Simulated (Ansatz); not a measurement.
**SiH₄ + AsH₂ radical: a complex and its separated parts**

Aim: how far the complex at one end of a reaction step lies below its separated, relaxed parts, level by level.

Program: Ansatz 0.2.0, Gaussian basis. Level of theory: PBE0-D4/def2-TZVP structures, single points in def2-TZVPP, no counterpoise correction. These are calculated values, not measurements.

Levels: SPW92, PBE-D4, BLYP-D4, r2SCAN-D4, B97M-V, PBE0-D4, B3LYP-D4, r2SCAN0-D4, BHLYP-D4, CAM-B3LYP-D4, wB97X-V, wB97M-V, B2PLYP, PBE-QIDH, RPA on PBE, Hartree-Fock, MP2, CCSD, CCSD(T).

Cores are frozen in the correlated methods. Filled d shells of the heavier atoms are correlated. Orbitals are unrestricted. B3LYP uses VWN-RPA correlation. B2PLYP carries no dispersion term here.

94 further runs of the same task are left out: 94 set aside as unsound or not needed.

## Step 1: Starting geometry

The complex: 8 atoms, charge 0, spin multiplicity 2.

Atoms are counted from 1 here; the program's logs count them from 0.

Bond lengths: H1–Si3 1.485 Å, As2–H4 1.527 Å, As2–H5 1.526 Å, Si3–H6 1.485 Å, Si3–H7 1.485 Å, Si3–H8 1.485 Å. Angles: H4–As2–H5 90.7°, H1–Si3–H6 109.4°, H1–Si3–H7 109.5°, H1–Si3–H8 109.5°, H6–Si3–H7 109.5°, H6–Si3–H8 109.4°, H7–Si3–H8 109.5°.

As a file:

```tsv
atom	x (Å)	y (Å)	z (Å)
H1	-0.1542	-1.3944	-0.4893
As2	-2.1207	1.3898	-1.0322
Si3	0.8820	-0.9180	0.4625
H4	-1.5296	1.5106	0.3708
H5	-0.7587	1.6920	-1.6513
H6	0.2335	-0.5027	1.7317
H7	1.6025	0.2378	-0.1279
H8	1.8452	-2.0152	0.7356
```

Its parts: SiH₄ holds atoms 1, 3, 6, 7, 8; AsH₂ radical holds atoms 2, 4, 5. Each part counts its atoms afresh in its own runs.

## Step 2: Relaxing SiH₄ alone

Input file relax-a/in.yaml:

```yaml
crystal:
  periodic: [false, false, false]
  atoms:
    - {symbol: H, position_ang: [-0.154182, -1.394375, -0.489297]}
    - {symbol: Si, position_ang: [0.881972, -0.918040, 0.462474]}
    - {symbol: H, position_ang: [0.233462, -0.502654, 1.731726]}
    - {symbol: H, position_ang: [1.602549, 0.237842, -0.127883]}
    - {symbol: H, position_ang: [1.845198, -2.015234, 0.735554]}
basis:
  gaussian: {orbitals: def2-TZVP}
hamiltonian: {xc: pbe0, dispersion: d4}
relax: {f_tol: 0.005, max_steps: 200}
```

Launch:

```console
> ansatz run in.yaml --threads 4 --pin off --events-out ev --progress --plain --max-ram 9574MiB
```

The runs that follow: Relaxing AsH₂ radical alone; SPW92/def2-TZVPP; PBE-D4/def2-TZVPP; BLYP-D4/def2-TZVPP; r2SCAN-D4/def2-TZVPP; B97M-V/def2-TZVPP; PBE0-D4/def2-TZVPP; B3LYP-D4/def2-TZVPP; r2SCAN0-D4/def2-TZVPP; BHLYP-D4/def2-TZVPP; CAM-B3LYP-D4/def2-TZVPP; wB97X-V/def2-TZVPP; wB97M-V/def2-TZVPP; B2PLYP/def2-TZVPP; PBE-QIDH/def2-TZVPP; RPA on PBE/def2-TZVPP; CCSD(T)/def2-TZVPP; Vibrations of SiH₄; Vibrations of AsH₂ radical.

What does the calculation give? Wanted: complex less parts, CCSD(T)/def2-TZVPP; with zero-point energy; largest T1 diagnostic.

As calculated:

```
                              quantity      value
complex less parts, CCSD(T)/def2-TZVPP  -0.034 eV
                with zero-point energy  -0.008 eV
                 largest T1 diagnostic      0.011
```

At CCSD(T) the complex lies 0.034 eV below its parts. The functionals run from r2SCAN-D4, off by -0.007 eV, to SPW92, off by -0.063 eV, against CCSD(T). Mean unsigned error by rung: LDA 0.063, GGA 0.025, meta-GGA 0.012, hybrid 0.018, range-separated hybrid 0.011, double hybrid 0.024 eV. PBE-D4 gives a relative energy 0.032 eV too low, an error of 94 % of the reference. No counterpoise was applied, and triple zeta lacks some correlation, so the CCSD(T) reference has a basis error of its own, and close matches with it are partly luck.
